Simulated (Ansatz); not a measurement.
**LaIn3Au2 (element-swapped structure): how the settings move a single-point run**

Question: which choices in the input matter for LaIn3Au2 (element-swapped structure)?

Computed with Ansatz 0.2.0 (reference: DFT PBE, plane waves, PAW, scalar-relativistic, no spin polarisation, unless a step's input says otherwise).

1 further run of the same task is left out (it didn't finish).

## Step 1: Starting point

Symmetry: P6/mmm, No. 191, hexagonal system. Conventional cell: a = 5.953 Å, b = 5.953 Å, c = 4.676 Å, α = 90.00°, β = 90.00°, γ = 120.00°. In (site symmetry mmm) is surrounded by 4 Au at 2.90 Å and 4 In at 2.98 Å. Around La (site symmetry 6/mmm) lie 6 Au at 3.44 Å and 12 In at 3.79 Å. Around Au (site symmetry -6m2) lie 6 In at 2.90 Å.

Structure file:

```
CELL_PARAMETERS angstrom
5.95333 0.00000 0.00000
-2.97667 5.15574 0.00000
0.00000 0.00000 4.67597
ATOMIC_POSITIONS crystal
In 0.50000 0.00000 0.50000
In 0.50000 0.50000 0.50000
In 0.00000 0.50000 0.50000
La 0.00000 0.00000 0.00000
Au 0.33330 0.66670 0.00000
Au 0.66660 0.33330 0.00000
```

## Step 2: The reference run

The input, input.yaml:

```yaml
crystal:
  lattice:
    - [5.953331, 0.0, 0.0]
    - [-2.976665, 5.155737, 0.0]
    - [0.0, 0.0, 4.675969]
  atoms:
    - { symbol: In, position: [0.5, 0.0, 0.5] }
    - { symbol: In, position: [0.5, 0.5, 0.5] }
    - { symbol: In, position: [0.0, 0.5, 0.5] }
    - { symbol: La, position: [0.0, 0.0, 0.0] }
    - { symbol: Au, position: [0.3333, 0.6667, 0.0] }
    - { symbol: Au, position: [0.6666, 0.3333, 0.0] }
  symmetry: { tolerance: 0.0003 }
kpoints:
  mp_grid: { grid: [4, 4, 4], shift: [0, 0, 0] }
magnetization:
  spin_polarized: false
scf:
  occupations: { method: fermi_dirac }
hamiltonian:
  pseudopotentials: { kind: paw }
  xc: pbe
basis:
  ecutwfc: 420
output:
  forces: true
  stress: true
  eigenvalues: true
```

Command:

```console
$ ansatz run input.yaml --threads 1 --pin off --max-ram 2560MiB --backend cpu --events-out ev --progress --plain --runs-dir out
```

## Step 3: Changed: occupations.method tetrahedron_uncorrected

Edit input.yaml of step 2 so:

```diff
@@ -18,3 +18,3 @@
 scf:
-  occupations: { method: fermi_dirac }
+  occupations: { method: tetrahedron_uncorrected }
 hamiltonian:
@@ -28 +28,5 @@
   eigenvalues: true
+  write_density: true
+  write_potential: true
+  elf: true
+  volumetric_format: npy
```

## Step 4: Changed: preconditioner ldos, xc revpbe

Edit input.yaml of step 2 so:

```diff
@@ -19,5 +19,6 @@
   occupations: { method: fermi_dirac }
+  mixing: { preconditioner: ldos }
 hamiltonian:
   pseudopotentials: { kind: paw }
-  xc: pbe
+  xc: revpbe
 basis:
```

## Step 5: Changing settings: mp_grid.shift [0.5, 0.5, 0.5], ecutwfc 18.4 Ry

Edit input.yaml of step 2 so:

```diff
@@ -14,3 +14,3 @@
 kpoints:
-  mp_grid: { grid: [4, 4, 4], shift: [0, 0, 0] }
+  mp_grid: { grid: [4, 4, 4], shift: [0.5, 0.5, 0.5] }
 magnetization:
@@ -23,3 +23,3 @@
 basis:
-  ecutwfc: 420
+  ecutwfc: "18.4 Ry"
 output:
@@ -28 +28,5 @@
   eigenvalues: true
+  write_density: true
+  write_potential: true
+  elf: true
+  volumetric_format: npy
```

What does the calculation give? Wanted: for each run, ending; energy change; pressure; gap; force.

**Answer**, as computed:

| run | ending | energy change | pressure (GPa) | gap (eV) | force (eV/Å) | cycles | time |
| --- | --- | --- | --- | --- | --- | --- | --- |
| reference | converged | 0 | 1.3 | 0.00 | 0.00 | 7 | 3.8 s |
| 1: occupations.method tetrahedron_uncorrected | converged | +41.9 meV/atom (σ→0) | 1.2 | 0.00 | 0.00 | 7 | 4.8 s |
| 2: preconditioner ldos, xc revpbe | converged | not comparable | 3.0 | 0.00 | 0.00 | 6 | 3.8 s |
| 3: mp_grid.shift [0.5, 0.5, 0.5], ecutwfc 18.4 Ry | converged | +939.5 meV/atom | 3.1 | 0.00 | 0.04 | 8 | 2.7 s |

Times don't compare one to one where runs were asked for different outputs or read a saved state (see the inputs); cycles may leave out searches for a lower state.

Residual by cycle in the longest SCF loop of each run; runs are numbered as in the table. The quantity is the density residual dr2, in eV.

```csv
cycle,reference,run 1,run 2,run 3
1,0.00358,0.0223,0.0105,0.313
2,0.00104,0.00266,0.00968,0.0432
3,7.8e-5,5.3e-4,4.3e-4,0.00549
4,1.7e-5,2.7e-5,1.1e-5,3.3e-4
5,2.7e-6,4.8e-6,1.1e-6,4.6e-5
6,2.1e-7,7.1e-7,3.7e-8,3.7e-6
7,3.4e-8,9.7e-8,-,2.6e-7
8,-,-,-,4.8e-8
```

What this shows: Run 3 ran under the cutoff that the potentials recommend, as the log warns, so basis error is mixed into its values.

Caveats on the reference run: its mesh is coarse for a cell with so small a gap or none; the structure is made up and not relaxed.
